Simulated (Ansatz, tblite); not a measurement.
**Zr(OSiH3)4 (H₁₂O₄Si₄Zr): a ladder of methods and basis sets**

An exercise on one series of results from a longer session: the logs are not shown, and one member is left open.

Program: Ansatz 0.2.0, Gaussian basis. Level of theory: as each input shows. These are calculated values, not measurements.

Plan: GFN1-xTB, GFN2-xTB, PBE-D4/def2-TZVP, r2SCAN-D4/def2-TZVP, ωB97X-V/def2-TZVP, HF/def2-TZVP, PBE-D4/def2-SVP, PBE0-D4/def2-SVP, MP2/def2-SVP, RPA/def2-SVP.

5 further runs of the same task are left out: 2 that didn't finish, 3 set aside as unsound or not needed. Runs told in other sessions of the task aren't counted.

## The structure

The singlet was relaxed beforehand with PBE0-D4/def2-SVP.

21 atoms, charge 0, spin multiplicity 1.

Bond lengths: Zr1–O2 1.944 Å, Zr1–O7 1.944 Å, Zr1–O12 1.944 Å, Zr1–O17 1.944 Å, O2–Si3 1.660 Å, Si3–H4 1.494 Å, Si3–H5 1.494 Å, Si3–H6 1.495 Å, O7–Si8 1.660 Å, Si8–H9 1.495 Å, Si8–H10 1.494 Å, Si8–H11 1.494 Å, O12–Si13 1.660 Å, Si13–H14 1.495 Å, Si13–H15 1.494 Å, Si13–H16 1.494 Å, O17–Si18 1.660 Å, Si18–H19 1.494 Å and more. Angles: O2–Zr1–O7 109.5°, O2–Zr1–O12 109.5°, O2–Zr1–O17 109.5°, O7–Zr1–O12 109.5°, O7–Zr1–O17 109.5°, O12–Zr1–O17 109.5°, Zr1–O2–Si3 179.6°, O2–Si3–H4 109.9°, O2–Si3–H5 109.9°, O2–Si3–H6 109.9°, H4–Si3–H5 109.0°, H4–Si3–H6 109.1°, H5–Si3–H6 109.0°, Zr1–O7–Si8 179.5°, O7–Si8–H9 109.9°, O7–Si8–H10 109.9°, O7–Si8–H11 109.9°, H9–Si8–H10 109.0° and more.

Coordinates:

```mol
H12O4Si4Zr
  3D, bonds by distance, orders not assigned

 21 20  0  0  0  0  0  0  0  0999 V2000
   -0.0002   -0.0001    0.0002 Zr  0  0
    0.8243   -0.6998    1.6155 O   0  0
    1.5169   -1.2993    3.0003 Si  0  0
    2.2431   -2.5689    2.6971 H   0  0
    0.4595   -1.5743    4.0186 H   0  0
    2.4832   -0.3044    3.5571 H   0  0
    1.2009   -0.2613   -1.5056 O   0  0
    2.2339   -0.4730   -2.7882 Si  0  0
    2.9386   -1.7850   -2.6621 H   0  0
    3.2472    0.6241   -2.8104 H   0  0
    1.4656   -0.4521   -4.0690 H   0  0
   -0.3554    1.8978    0.2240 O   0  0
   -0.6591    3.5206    0.4010 Si  0  0
   -1.9439    3.7199    1.1381 H   0  0
   -0.7624    4.1672   -0.9414 H   0  0
    0.4492    4.1649    1.1677 H   0  0
   -1.6704   -0.9370   -0.3330 O   0  0
   -3.0916   -1.7484   -0.6131 Si  0  0
   -4.1800   -1.1751    0.2344 H   0  0
   -2.9248   -3.1945   -0.2791 H   0  0
   -3.4744   -1.6213   -2.0522 H   0  0
  1  2  8  0
  1  7  8  0
  1 12  8  0
  1 17  8  0
  2  3  8  0
  3  4  8  0
  3  5  8  0
  3  6  8  0
  7  8  8  0
  8  9  8  0
  8 10  8  0
  8 11  8  0
 12 13  8  0
 13 14  8  0
 13 15  8  0
 13 16  8  0
 17 18  8  0
 18 19  8  0
 18 20  8  0
 18 21  8  0
M  END
```

Formally the metal is d0. Zr takes a core potential in the def2 sets. No spin-orbit coupling is included.

PBE0-D4/def2-TZVP was run before; its log isn't repeated, and its numbers join the tables.

Set-up of the first run:

Tight binding, by tblite at 300 K electronic temperature and without a spin-polarisation term:

```python
tblite.interface.Calculator('GFN1-xTB', numbers, positions, charge=0, uhf=0).singlepoint()
```

Tight binding, by tblite at 300 K electronic temperature and without a spin-polarisation term:

```python
tblite.interface.Calculator('GFN2-xTB', numbers, positions, charge=0, uhf=0).singlepoint()
```

start.molden holds the orbitals of an earlier run on this state, given as this run's starting guess.

Input file in.yaml:

```yaml
crystal:
  periodic: [false, false, false]
  atoms:
    - {symbol: Zr, position_ang: [-0.000167, -0.000091, 0.000220]}
    - {symbol: O, position_ang: [0.824316, -0.699778, 1.615467]}
    - {symbol: Si, position_ang: [1.516871, -1.299274, 3.000313]}
    - {symbol: H, position_ang: [2.243101, -2.568940, 2.697105]}
    - {symbol: H, position_ang: [0.459472, -1.574309, 4.018599]}
    - {symbol: H, position_ang: [2.483197, -0.304398, 3.557134]}
    - {symbol: O, position_ang: [1.200855, -0.261347, -1.505635]}
    - {symbol: Si, position_ang: [2.233919, -0.473017, -2.788154]}
    - {symbol: H, position_ang: [2.938576, -1.784987, -2.662140]}
    - {symbol: H, position_ang: [3.247167, 0.624058, -2.810395]}
    - {symbol: H, position_ang: [1.465619, -0.452085, -4.069034]}
    - {symbol: O, position_ang: [-0.355404, 1.897825, 0.223969]}
    - {symbol: Si, position_ang: [-0.659125, 3.520564, 0.400995]}
    - {symbol: H, position_ang: [-1.943874, 3.719872, 1.138140]}
    - {symbol: H, position_ang: [-0.762395, 4.167218, -0.941368]}
    - {symbol: H, position_ang: [0.449179, 4.164905, 1.167705]}
    - {symbol: O, position_ang: [-1.670372, -0.936976, -0.332986]}
    - {symbol: Si, position_ang: [-3.091641, -1.748376, -0.613075]}
    - {symbol: H, position_ang: [-4.180030, -1.175101, 0.234408]}
    - {symbol: H, position_ang: [-2.924842, -3.194518, -0.279123]}
    - {symbol: H, position_ang: [-3.474411, -1.621256, -2.052155]}
basis:
  gaussian: {orbitals: def2-TZVP, initial_orbitals: start.molden}
hamiltonian: {xc: pbe, dispersion: d4}
scf: {omitted_lower_state_checks: [starts]}
output: {orbitals: {seedname: orbitals}}
```

Command:

```
$ ansatz run in.yaml --threads 4 --pin off --events-out ev --progress --plain --max-ram 6963MiB
```

Steps of the session up to this table: PBE-D4/def2-TZVP; r2SCAN-D4/def2-TZVP; ωB97X-V/def2-TZVP; HF/def2-TZVP; PBE-D4/def2-SVP; PBE0-D4/def2-SVP; MP2/def2-SVP; RPA/def2-SVP.

One table of the session follows, with a row left open; its other results are not shown here.

It belongs to the step «Binding energy». 

| level | binding an atom (eV) |
| --- | --- |
| HF/def2-SVP | ? |
| HF/def2-TZVP | 2.914 |
| PBE0-D4/def2-SVP | 3.816 |
| PBE0-D4/def2-TZVP | 3.824 |
| ωB97X-V/def2-TZVP | 3.923 |
| MP2/def2-SVP | 3.722 |

Estimate the missing values for HF/def2-SVP.

The run gave: binding an atom (eV): 2.894. In the column «binding an atom (eV)» it is the lowest.

Caveats from the session: Free atoms were run apart at each level; binding is atoms less cluster, divided by the number of atoms, without zero-point or spin-orbit terms.
